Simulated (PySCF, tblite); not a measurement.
# C₆H₄NO radical: geometry, infrared bands and EPR parameters

Wanted: the infrared bands and EPR parameters of C₆H₄NO radical (`[C]#Cc1nc(C)co1`), by calculation.

Programs: tblite 0.8.0 and PySCF 2.14.0, with density-fitted response routines of our own. Each step states its level of theory. These are calculated values for one molecule in the gas phase, unless marked as measured. Atoms count from 0, in the outputs and in this text.

**1. The molecule as given**

12 atoms, charge 0, multiplicity 2; geometry from: force field or distance geometry start.

Bonds of the start (Å): C0–C1 1.56, C1–C2 1.41, C2–N3 1.33, N3–C4 1.38, C4–C5 1.48, C4–C6 1.37, C6–O7 1.37, O7–C2 1.36, C5–H8 1.09, C5–H9 1.09, C5–H10 1.09, C6–H11 1.09.

**2. Geometry optimisation with GFN2-xTB**

The job: settings as JSON, then the geometry in Å.

```
{"job": {"kind": "relax", "xc": "GFN2-xTB", "basis": "xTB"}, "charge": 0, "multiplicity": 2}
C      4.424400     0.640000    -0.032500
C      2.894400     0.330900    -0.017500
C      1.519900     0.020900     0.019100
N      0.497800     0.865400    -0.125100
C     -0.610400     0.043100    -0.009200
C     -1.979200     0.599700    -0.117000
C     -0.205100    -1.254400     0.170000
O      1.163100    -1.278400     0.200600
H     -2.111400     1.087300    -1.081300
H     -2.735500    -0.184600    -0.009300
H     -2.143900     1.338000     0.673200
H     -0.712800    -2.208400     0.302900
```

Launch:

```
$ OMP_NUM_THREADS=1 python probes_run.py task.json out
```

This one command runs all jobs of the session in turn.

**Question.** This job is followed by: GFN2-xTB harmonic vibrations, gas phase; UKS B3LYP, pcH-1 on C H N O, non-relativistic, mean-field spin-orbit, GIAO. What will the session give for the following? strongest single infrared mode (GFN2-xTB); zero-point energy (GFN2-xTB); g(iso) (B3LYP); ⟨S²⟩; largest a(iso) (averaged by class); potential on the surface of density 0.002 e/bohr³, 1st and 99th percentile.

As calculated:

```
                                                                  quantity                  value
                                 strongest single infrared mode (GFN2-xTB)  2025 cm⁻¹, 897 km/mol
                                              zero-point energy (GFN2-xTB)          50.7 kcal/mol
                                                            g(iso) (B3LYP)                2.00389
                                                                      ⟨S²⟩     0.777 (exact 0.75)
                                        largest a(iso) (averaged by class)   13C on C0, 230.5 MHz
potential on the surface of density 0.002 e/bohr³, 1st and 99th percentile     -1.71 V and 2.04 V
```

**Reading.** Over 43 steps the energy fell by 2.433 eV; of the close pairs, C0–C1 changed most, 1.561 to 1.215 Å. No mode is imaginary among the 30: a minimum at this level. The strongest single mode, at 2025 cm⁻¹, moves mainly C1 and C0. GFN2-xTB is a fitted tight-binding method: band positions and strengths are rough. Its intensities can rank the bands wrongly. C0 carries the largest spin population, 0.49 e. The isotropic g lies 1.6 ppt above the free-electron value. These values are for one conformer; the search (at its own cheap level) found 1 more, at 0.11 kcal/mol, and measured spectra average over such forms.
